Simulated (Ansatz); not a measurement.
CH₅NSSi, SMILES [SiH3]N=CS, a rigid scan of one bond angle

With Ansatz's Python interface.

Notebook, run cell by cell (the value of a cell's last expression is shown):

```python
import ansatz as az
from ase import Atoms
```

```python
atoms = Atoms(["Si", "N", "C", "S", "H", "H", "H", "H", "H"], positions=[
    (-0.1834, 0.9767, -0.7914),
    (-0.3002, -0.7019, -0.7643),
    (0.1013, -1.4412, 0.1862),
    (0.9158, -0.9742, 1.7283),
    (-0.9263, 1.4993, -2.0344),
    (-0.9029, 1.5591, 0.4107),
    (1.2133, 1.4496, -0.8098),
    (0.0929, -2.5166, 0.0472),
    (0.0781, 0.103, 2.0104),
])
```

```python
# relax first, so that the scan starts from a minimum
first = az.Crystal.molecule_from_ase(atoms).calculation()
first = first.basis(gaussian="6-31G*")
first = first.functional("B3LYP")
first = first.accuracy("medium").relax(force_tolerance=0.02, max_steps=80)
atoms.positions = first.run().report["positions_ang"]
```

```python
rows = []
for angle in [85, 95, 105, 115, 125, 140, 160]:
    bent = atoms.copy()
    bent.set_angle(2, 1, 0, angle, indices=[0, 4, 5, 6])
    calc = (
        az.Crystal.molecule_from_ase(bent).calculation()
        .basis(gaussian="6-31G*")
        .functional("B3LYP")
        .accuracy("medium")
    )
    rows.append((angle, calc.run().report["free_energy_ev"]))
floor = min(e for _, e in rows)
for angle, e in rows:
    print(f"angle C2-N1-Si0 = {angle:3d} deg   {1000 * (e - floor):9.1f} meV")
```

    angle C2-N1-Si0 =  85 deg     97028.8 meV
    angle C2-N1-Si0 =  95 deg     11597.9 meV
    angle C2-N1-Si0 = 105 deg      2295.9 meV
    angle C2-N1-Si0 = 115 deg       589.4 meV
    angle C2-N1-Si0 = 125 deg        99.5 meV
    angle C2-N1-Si0 = 140 deg         0.0 meV
    angle C2-N1-Si0 = 160 deg       118.1 meV

Reading the output:
- The settings weren't tested for convergence.
- The scan is rigid, and the energies are electronic, in a modest basis. The zero is the lowest point of the grid, which needn't be the minimum.
- b3lyp holds the VWN-RPA fit, as in Gaussian; the form of ORCA and Turbomole is b3lyp5.
- It ran for 110 s on 1 thread of Arm Neoverse V1, on a shared host, peak memory 0.23 GiB.
